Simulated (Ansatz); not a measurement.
# Si: stress in a strained cell

Aim: deform Si (zz strain of -2 %) and compute stress, forces and field gradients with LAPW, PAW and all-electron datasets made for the crystal.

Program: Ansatz 0.2.0. Level of theory: DFT LDA, scalar-relativistic. These are calculated values, not measurements.

**1. The structure to begin with**

Symmetry: Fd-3m, No. 227, cubic system. The conventional cell has a = 5.431 Å, b = 5.431 Å, c = 5.431 Å, α = 90.00°, β = 90.00°, γ = 90.00°. Si (site symmetry -43m) has 4 Si at 2.35 Å as nearest neighbours.

Structure file:

```
CELL_PARAMETERS angstrom
0.00000 2.71547 2.71547
2.71547 0.00000 2.71547
2.71547 2.71547 0.00000
ATOMIC_POSITIONS crystal
Si 0.50000 0.50000 0.50000
Si 0.75000 0.75000 0.75000
```

Atoms are numbered in the order of the input: Si1, Si2.

**2. The deformed structure**

Space group Fd-3m before, I4_1/amd after.

**3. All-electron LAPW**

input.yaml

```yaml
crystal:
  lattice:
    - [0.0, 2.71547, 2.6611606]
    - [2.71547, 0.0, 2.6611606]
    - [2.71547, 2.71547, 0.0]
  atoms:
    - { symbol: Si, position: [0.5, 0.5, 0.5] }
    - { symbol: Si, position: [0.75, 0.75, 0.75] }
kpoints:
  mp_grid: { grid: [11, 11, 11] }
  band_path:
    path:
      - [0.0, 0.0, 0.0]
      - [0.0, 0.5, 0.5]
      - [0.25, 0.75, 0.5]
      - [0.0, 0.5, 0.0]
      - [0.0, 0.0, 0.0]
      - [0.5, 0.5, 0.0]
      - [0.3801541025, 0.6198458975, 0.0]
      - [-0.3801541025, 0.3801541025, 0.0]
      - [0.0, 0.0, 0.0]
    npoints: 5
scf:
  occupations: { method: fermi_dirac, width: 0.08 }
hamiltonian:
  xc: lda
  pseudopotentials: { kind: all_electron, lapw: { basis_error: 0.00025 } }
output:
  forces: true
  stress: true
  eigenvalues: true
```

Run with:

```sh
ansatz run input.yaml --threads 1 --pin off --max-ram 3072MiB --backend cpu --events-out ev --progress --plain --runs-dir out
```

The program printed (excerpt; [...] marks lines left out):

```text
LAPW: plane waves up to 8.473 Å⁻¹, error target 2.5e-4 eV per atom; small_component_spin mean_spin; Si in spheres of 1.168 Å, 12 of its electrons in bands, Dirac shells []
[...]
Pseudopotentials: kind: all_electron
Pseudopotential: Si, LAPW, valence charge 12, Koelling and Harmon's equation, gaussian nucleus
Functional definition: SPW92
[...]
Crystal: 2 atoms, lattice volume = 39.246 Å³
Basis set: ecut = 273.5000867578208 eV, 411 PW (Γ), exchange–correlation at level 2
Bands: 16, of which v1, the nominal top of the filled ones, is band 12 counted from 1 (11 counted from 0)
Symmetry: 16 space group operations
Space group: I41/amd (ITA 141), of the structure as read, at distance tolerance 3.4e-5 Å
k-points: 126 of 1331
[...]
SCF iter   1: F=—  HF=-15730.612347 eV  |F-HF|=—  |Δ(HF+E_count)|=         —  Δρ=4.38e-2  dr2=8.04e-1  ethr=3.34e-3  ⟨swp⟩=2.0  Hψ=14420  notcnv=0
[...]
the basis was enlarged: its passes take 179.2 KiB over the memory plan, 1 of 1 planned eigensolver slots
SCF iter   5: F=-15730.364834 eV  HF=-15730.364834 eV  |F-HF|=4.06e-9  |Δ(HF+E_count)|=   2.26e-6  Δρ=1.45e-5  dr2=8.79e-8  ethr=1.44e-8  ⟨swp⟩=2.1  Hψ=5233  notcnv=0
[...]
NSCF: frozen V_eff on 41 k-points
SCF converged after 5 iterations
Free energy (F): -15730.364834 eV
[...]
E sigma→0 (E₀):  -15730.364478 eV
Entropy (-TS):   -0.000711 eV (-0.355 meV/atom)
Fermi energy:    7.721844 eV
[...]
--- Forces (eV/Å), atoms counted from 1 ---
  atom   1  Si     0.00000000    -0.00000000     0.00000000
  atom   2  Si     0.00000000    -0.00000000     0.00000000
[...]
--- Stress (GPa, compression-positive) ---
       -0.293226       0.000000       0.000000
        0.000000      -0.293226       0.000000
        0.000000       0.000000       1.554743
  P = ⅓ Tr σ = 0.3228 GPa (3.228 kbar)
--- Band table (eV; the first three rows and the last of 126) ---
  k-point 0: bands = ["-125.3204", "-125.3115", "-82.1645", "-82.1630", "-82.1630", "-82.1466", "-82.1441", "-82.1441", "-4.5788", "7.4769", "7.4769", "7.6164", "10.0139", "10.0860", "10.0860", "10.9287"]
[...]
```

Run time: 11 s. Hardware: 1 thread of Intel Xeon Platinum 8488C (Sapphire Rapids), shared host; peak memory 0.41 GiB.

In short: pressure 0.32 GPa; gap 0.24 eV, indirect from Γ to Γ–M.

**4. Frozen-core PAW**

input.yaml

```yaml
crystal:
  lattice:
    - [0.0, 2.71547, 2.6611606]
    - [2.71547, 0.0, 2.6611606]
    - [2.71547, 2.71547, 0.0]
  atoms:
    - { symbol: Si, position: [0.5, 0.5, 0.5] }
    - { symbol: Si, position: [0.75, 0.75, 0.75] }
kpoints:
  mp_grid: { grid: [11, 11, 11] }
scf:
  occupations: { method: fermi_dirac, width: 0.08 }
hamiltonian:
  xc: lda
  pseudopotentials: { kind: paw }
output:
  forces: true
  stress: true
  eigenvalues: true
  efg: { contact_densities: true }
```

Run with:

```sh
ansatz run input.yaml --threads 1 --pin off --max-ram 3072MiB --backend cpu --events-out ev --progress --plain --runs-dir out
```

The program printed (excerpt; [...] marks lines left out):

```text
[...]
Pseudopotentials: kind: paw
Pseudopotential: Si, paw, valence charge 4, recommended cutoff 420 eV (normal)
[... 1 set-up line as earlier in the session ...]
[...]
Crystal: 2 atoms, lattice volume = 39.246 Å³
Basis set: ecut = 420 eV, 741 PW (Γ)
Bands: 8, of which v1, the nominal top of the filled ones, is band 4 counted from 1 (3 counted from 0)
[... 2 set-up lines as earlier in the session ...]
k-points: 126 of 1331
[...]
SCF iter   1: F=—  HF=-1217.293990 eV  |F-HF|=—  |Δ(HF+E_count)|=         —  Δρ=4.20e-3  dr2=4.08e-3  ethr=1.77e-3  ⟨swp⟩=5.8  Hψ=8837  notcnv=0
[...]
SCF iter   6: F=-1217.293187 eV  HF=-1217.293187 eV  |F-HF|=4.55e-13  |Δ(HF+E_count)|=   4.62e-9  Δρ=1.66e-7  dr2=4.59e-12  ethr=1.83e-10  ⟨swp⟩=2.1  Hψ=3562  notcnv=0
[...]
SCF converged after 6 iterations
Free energy (F): -1217.293187 eV
[...]
E sigma→0 (E₀):  -1217.292826 eV
Entropy (-TS):   -0.000721 eV (-0.360 meV/atom)
Fermi energy:    6.460036 eV
[...]
--- Forces (eV/Å), atoms counted from 1 ---
  atom   1  Si     0.00000000     0.00000000     0.00000000
  atom   2  Si     0.00000000     0.00000000     0.00000000
[...]
--- Stress (GPa, compression-positive) ---
       -0.228871       0.000000       0.000000
        0.000000      -0.228871      -0.000000
        0.000000       0.000000       1.614680
  P = ⅓ Tr σ = 0.3856 GPa (3.856 kbar)
--- PAW observables at the nuclei: V_zz in 10²¹ V/m², potentials from the cell's mean, atoms counted from 1 ---
  atom   1  Si V_zz =    +0.026744   η = 0.0000   by run symmetry: allowed
            electrostatic potential = -1359.048357 V   contact ρ = 12691.947675 e/Å³
  atom   2  Si V_zz =    +0.026744   η = 0.0000   by run symmetry: allowed
            electrostatic potential = -1359.048357 V   contact ρ = 12691.947675 e/Å³
--- Band table (eV; the first three rows and the last of 126) ---
  k-point 0: bands = ["-5.8400", "6.2167", "6.2167", "6.3560", "8.7518", "8.8237", "8.8237", "9.6685"]
[...]
```

Wall time 2 s (1 thread of Intel Xeon Platinum 8488C (Sapphire Rapids), shared host); peak memory 0.38 GiB.

In short: pressure 0.39 GPa; gap on the k mesh 0.25 eV (an odd mesh misses the zone boundary); Vzz Si1 0.03 (η = 0.00) (10²¹ V/m²).

**5. All-electron PAW on datasets made for the crystal**

Changes to input.yaml since step 4:

```diff
@@ -14,3 +14,3 @@
   xc: lda
-  pseudopotentials: { kind: paw }
+  pseudopotentials: { kind: all_electron, datasets: crystal }
 output:
```

Run with:

```sh
ansatz run input.yaml --threads 1 --pin off --max-ram 3072MiB --backend cpu --events-out ev --progress --plain --runs-dir out
```

The program printed (excerpt; [...] marks lines left out):

```text
[...]
[... 1 set-up line as earlier in the session ...]
Pseudopotential: Si, paw, valence charge 4, recommended cutoff 200 eV (normal), Koelling and Harmon's equation, gaussian nucleus
[... 1 set-up line as earlier in the session ...]
[...]
Crystal: 2 atoms, lattice volume = 39.246 Å³
Basis set: ecut = 200 eV, 259 PW (Γ)
Bands: 8, of which v1, the nominal top of the filled ones, is band 4 counted from 1 (3 counted from 0)
[... 2 set-up lines as earlier in the session ...]
k-points: 126 of 1331
[...]
SCF iter   1: F=—  HF=-15730.608224 eV  |F-HF|=—  |Δ(HF+E_count)|=         —  Δρ=4.70e-2  dr2=8.55e-1  ethr=9.38e-3  ⟨swp⟩=3.2  Hψ=6737  notcnv=0
[...]
SCF iter   6: F=-15730.365074 eV  HF=-15730.365074 eV  |F-HF|=2.00e-8  |Δ(HF+E_count)|=   4.21e-6  Δρ=1.64e-5  dr2=2.38e-8  ethr=3.37e-9  ⟨swp⟩=3.2  Hψ=2053  notcnv=0
[...]
--- Forces (eV/Å), atoms counted from 1 ---
  atom   1  Si     0.00000000    -0.00000000     0.00000000
  atom   2  Si    -0.00000000     0.00000000     0.00000000
[...]
--- Stress (GPa, compression-positive) ---
       -0.293344       0.000000       0.000000
        0.000000      -0.293344       0.000000
        0.000000       0.000000       1.554561
  P = ⅓ Tr σ = 0.3226 GPa (3.226 kbar)
--- PAW observables at the nuclei: V_zz in 10²¹ V/m², potentials from the cell's mean, atoms counted from 1 ---
  atom   1  Si V_zz =    +0.021201   η = 0.0000   by run symmetry: allowed
            electrostatic potential = -1355.729992 V   contact ρ = 12700.748152 e/Å³
  atom   2  Si V_zz =    +0.021201   η = 0.0000   by run symmetry: allowed
            electrostatic potential = -1355.729992 V   contact ρ = 12700.748152 e/Å³
--- Band table (eV; the first three rows and the last of 126) ---
  k-point 0: bands = ["-4.5786", "7.4771", "7.4771", "7.6166", "10.0141", "10.0862", "10.0862"]
[...]
```

Run time: 3.6 s. Hardware: 1 thread of Intel Xeon Platinum 8488C (Sapphire Rapids), shared host; peak memory 0.36 GiB.

Result: pressure 0.32 GPa; gap on the k mesh 0.25 eV (an odd mesh misses the zone boundary); Vzz Si1 0.02 (η = 0.00) (10²¹ V/m²).

**6. Side by side**

Stress (GPa, compression positive):

| method | xx | yy | zz | yz | xz | xy |
| --- | --- | --- | --- | --- | --- | --- |
| LAPW | -0.29 | -0.29 | 1.55 | 0.00 | 0.00 | 0.00 |
| PAW | -0.23 | -0.23 | 1.61 | 0.00 | 0.00 | 0.00 |
| crystal datasets | -0.29 | -0.29 | 1.55 | 0.00 | 0.00 | 0.00 |

```
          method  pressure (GPa)  gap on the k mesh (eV)  Vzz Si1 (10²¹ V/m²)  SCF cycles, all passes
            LAPW            0.32                    0.25                    –                       5
             PAW            0.39                    0.25                 0.03                       6
crystal datasets            0.32                    0.25                 0.02                       6
```

**7. Summary of results**

```
                                 quantity                                           value
                                 pressure  LAPW 0.32, PAW 0.39, crystal datasets 0.32 GPa
largest shear or deviatoric stress (LAPW)                                        1.23 GPa
```

The largest part of the stress beyond the pressure is 1.23 GPa in size, in the zz component; the atoms are carried along and not relaxed. No run of the undeformed cell stands beside it, so the pressure holds what the given cell had before the change. PAW: stress within 0.06 GPa of LAPW. Crystal datasets: stress within 0.01 GPa of LAPW.
